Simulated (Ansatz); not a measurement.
# Fe (Fe, dhcp): the cost of one run

Program: Ansatz 0.2.0. Level of theory: DFT r2SCAN, plane waves (500 eV) with PAW, scalar-relativistic; PAW files made under PBE, frozen cores solved again for the functional. These are calculated values, not measurements.

## (1) Starting point

Symmetry: P6_3/mmc, No. 194, hexagonal system. The conventional cell has a = 2.554 Å, b = 2.554 Å, c = 8.341 Å, α = 90.00°, β = 90.00°, γ = 120.00°. Fe (site symmetry -3m) is surrounded by 12 Fe at 2.55 Å. Fe (site symmetry -6m2) is surrounded by 12 Fe at 2.55 Å.

Structure file:

```
Fe
1.0
     2.55376    0.00000    0.00000
    -1.27688    2.21162    0.00000
     0.00000    0.00000    8.34057
Fe
4
Cartesian
  0.0000 0.0000 0.0000
  0.0000 0.0000 4.1703
  0.0000 1.4744 2.0851
  1.2769 0.7372 6.2554
```

## (2) Relaxation of the cell

File input.yaml:

```yaml
crystal:
  lattice:
    - [2.5537576109, 0.0, 0.0]
    - [-1.2768788055, 2.2116189662, 0.0]
    - [0.0, 0.0, 8.3405723573]
  atoms:
    - { symbol: Fe, position: [0.0, 0.0, 0.0] }
    - { symbol: Fe, position: [0.0, 0.0, 0.5] }
    - { symbol: Fe, position: [0.3333333333, 0.6666666667, 0.25] }
    - { symbol: Fe, position: [0.6666666667, 0.3333333333, 0.75] }
hamiltonian:
  xc: r2scan
  pseudopotentials:
    kind: paw
    azcp:
      Fe: "pseudopotentials/Fe.paw.azcp"
basis:
  ecutwfc: 500
  fft_grid_basis: typed
kpoints:
  mp_grid: { grid: [14, 14, 4], shift: [0, 0, 0] }
magnetization:
  spin_polarized: false
scf:
  occupations: { method: fermi_dirac, width: 0.1 }
relax:
  max_steps: 60
  f_tol: 0.01
  cell: {}
```

Run with:

```
ansatz run input.yaml --threads 1 --pin off --max-ram 3584MiB --backend cpu --events-out ev --progress --plain --runs-dir out
```

**Question.** How long does this run take on 1 thread of Intel Xeon Platinum 8259CL at 2.50GHz (Skylake/Cascade Lake), shared host, and how much memory does it need?

About 2.2 min, with a peak of 0.73 GiB.
